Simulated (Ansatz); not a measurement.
Working through a band structure of NaMg3O4, space group Pm-3m

Program: Ansatz's Python interface.

At the Python prompt:
```pycon
>>> import ansatz as az
>>> from ase import Atoms
>>> import matplotlib.pyplot as plt
>>> import numpy as np
>>> config = {
...     'k_spacing': 0.32,
...     'filling': 'cold',
...     'xc': 'lda',
...     'extra_bands': 6,
... }
>>> atoms = Atoms(
...     ['Na', 'Mg', 'Mg', 'Mg', 'O', 'O', 'O', 'O'],
...     scaled_positions=[
...         (0.0, 0.0, 0.0),
...         (0.0, 0.5, 0.5),
...         (0.5, 0.0, 0.5),
...         (0.5, 0.5, 0.0),
...         (0.5, 0.0, 0.0),
...         (0.5, 0.5, 0.5),
...         (0.0, 0.0, 0.5),
...         (0.0, 0.5, 0.0),
...     ],
...     cell=[
...         (4.35375365, 0.0, 0.0),
...         (0.0, 4.35375365, 0.0),
...         (0.0, 0.0, 4.35375365),
...     ],
...     pbc=True,
... )
>>> cell = az.Crystal.from_ase(atoms)
>>> # high-symmetry points in fractions of the reciprocal vectors
>>> path = [
...     ('G', (0.0, 0.0, 0.0)),
...     ('X', (0.0, 0.5, 0.0)),
...     ('M', (0.5, 0.5, 0.0)),
...     ('G', (0.0, 0.0, 0.0)),
...     ('R', (0.5, 0.5, 0.5)),
...     ('X', (0.0, 0.5, 0.0)),
... ]
>>> setup = cell.calculation()
>>> setup = setup.kpoints(spacing=config['k_spacing']).occupations(config['filling'])
>>> setup = setup.functional(config['xc'])
>>> setup = setup.band_structure([point for _, point in path], intervals=4).scf(extra_bands=config['extra_bands'])
>>> result = setup.run()
DeckWarning: basis.ecutwfc = 420 eV, auto-derived from the records' recommended cutoffs: set by Na (normal level)
>>> summary = result.report
>>> {key: value for key, value in summary.items() if isinstance(value, (int, float)) and 'ev' in key}
{'gap_by_band_count_ev': -0.3490845400503586, 'fermi_energy_ev': 5.826086984426477, 'harris_foulkes_ev': -9399.89902378137, 'free_energy_ev': -9399.899023766211, 'internal_energy_ev': -9399.898554629544, 'lagrangian_ev': -9399.899023766211, 'energy_sigma0_ev': -9399.898867387323, 'lagrangian_sigma0_ev': -9399.898867387323, 'lagrangian_above_aufbau_ev': 0.0029588948792007926, 'entropy_ts_ev': 0.0004691366669865572, 'loop_fermi_energy_ev': 5.826086984426477, 'occupations_fermi_energy_ev': 5.826086984416739}
>>> summary['mixing_algorithm'], summary['preconditioner'], summary['eigensolver']
('MSR1', 'Kerker', 'band_cg')
>>> summary['published_state_doubts']
[]
>>> energy = summary['free_energy_ev']
>>> print('NaMg3O4: {:.6f} eV = {:.6f} Ry = {:.6f} Ha'.format(energy, energy / 13.605693, energy / 27.211386))
NaMg3O4: -9399.899024 eV = -690.879842 Ry = -345.439921 Ha
>>> print('Fermi level {:.4f} eV, {} k-points, {} symmetry operations'.format(summary['fermi_energy_ev'], summary['n_kpoints'], summary['n_symmetry_ops']))
Fermi level 5.8261 eV, 10 k-points, 48 symmetry operations
>>> bands = result.band_structure()
>>> fermi = bands.fermi_energy_ev
>>> print(f'zero of the bands: {fermi:.3f} eV, the Fermi level found on the SCF mesh')
zero of the bands: 5.826 eV, the Fermi level found on the SCF mesh
>>> reciprocal = 2 * np.pi * np.linalg.inv(result.lattice.cell_ang).T
>>> steps = np.linalg.norm(np.diff(bands.kpoints_frac @ reciprocal, axis=0), axis=1)
>>> distance = np.concatenate([[0], np.cumsum(steps)])
>>> fig, ax = plt.subplots(figsize=(5, 4))
>>> for channel, colour in zip(bands.channels, ('C0', 'C3')):
...     ax.plot(distance, channel.eigenvalues_ev - fermi, colour, lw=1)
...
[<matplotlib.lines.Line2D object at 0x...>, <matplotlib.lines.Line2D object at 0x...>, <matplotlib.lines.Line2D object at 0x...>, <matplotlib.lines.Line2D object at 0x...>, <matplotlib.lines.Line2D object at 0x...>, <matplotlib.lines.Line2D object at 0x...>, <matplotlib.lines.Line2D object at 0x...>, <matplotlib.lines.Line2D object at 0x...>, <matplotlib.lines.Line2D object at 0x...>, <matplotlib.lines.Line2D object at 0x...>, <matplotlib.lines.Line2D object at 0x...>, <matplotlib.lines.Line2D object at 0x...>, <matplotlib.lines.Line2D object at 0x...>, <matplotlib.lines.Line2D object at 0x...>, <matplotlib.lines.Line2D object at 0x...>, <matplotlib.lines.Line2D object at 0x...>, <matplotlib.lines.Line2D object at 0x...>, <matplotlib.lines.Line2D object at 0x...>, <matplotlib.lines.Line2D object at 0x...>, <matplotlib.lines.Line2D object at 0x...>, <matplotlib.lines.Line2D object at 0x...>, <matplotlib.lines.Line2D object at 0x...>, <matplotlib.lines.Line2D object at 0x...>, <matplotlib.lines.Line2D object at 0x...>, <matplotlib.lines.Line2D object at 0x...>, <matplotlib.lines.Line2D object at 0x...>, <matplotlib.lines.Line2D object at 0x...>, <matplotlib.lines.Line2D object at 0x...>, <matplotlib.lines.Line2D object at 0x...>, <matplotlib.lines.Line2D object at 0x...>, <matplotlib.lines.Line2D object at 0x...>, <matplotlib.lines.Line2D object at 0x...>, <matplotlib.lines.Line2D object at 0x...>, <matplotlib.lines.Line2D object at 0x...>, <matplotlib.lines.Line2D object at 0x...>, <matplotlib.lines.Line2D object at 0x...>, <matplotlib.lines.Line2D object at 0x...>, <matplotlib.lines.Line2D object at 0x...>]
>>> ax.set_xticks(distance[::4], [label for label, _ in path])
[<matplotlib.axis.XTick object at 0x...>, <matplotlib.axis.XTick object at 0x...>, <matplotlib.axis.XTick object at 0x...>, <matplotlib.axis.XTick object at 0x...>, <matplotlib.axis.XTick object at 0x...>, <matplotlib.axis.XTick object at 0x...>]
>>> ax.set(ylim=(-4, 4), ylabel='E - E_F (eV)', xlim=(0, distance[-1]))
[(-4.0, 4.0), Text(0, 0.5, 'E - E_F (eV)'), (0.0, 4.733926384695416)]
>>> ax.grid(axis='x')
>>> fig.savefig('bands.png', dpi=100)
>>> first = bands.channels[0].eigenvalues_ev - fermi
>>> near = np.argsort(np.abs(first.mean(axis=0)))[:4]
>>> for band in sorted(near):
...     print(f'band {band + 1}: {first[:, band].min():.3f} to {first[:, band].max():.3f} eV')
...
band 29: -0.840 to -0.474 eV
band 30: -0.713 to 0.240 eV
band 31: -0.479 to 0.240 eV
band 32: -0.147 to 0.240 eV
```

What to keep in mind:
- Total energies depend on the potentials; only differences at equal settings carry meaning. A total without «per atom» is that of the cell as typed.
- The cell holds an odd number of electrons and is run without spin, so a magnetic state may lie lower.
- The mesh is modest for a metal, so energies can be off by several to tens of meV an atom and pressures by half a GPa or more; differences at equal mesh fare better.
- Only differences from the Fermi energy are physical; the zero of the scale is a convention.
- A gap by band count of zero or less means overlapping bands, a metal, and at an odd count of electrons it is no gap at all.
- The structure comes from a database of computed cells and needn't be a stable or known phase.
- Levels are Kohn-Sham eigenvalues on this mesh.
- Warnings are shown shortened and without file and line.
- Finished in 4.4 s on 1 thread of Arm Neoverse V1 (shared host), peak memory 0.41 GiB.

(Lines on the test bed's own set-up are left out of the output.)
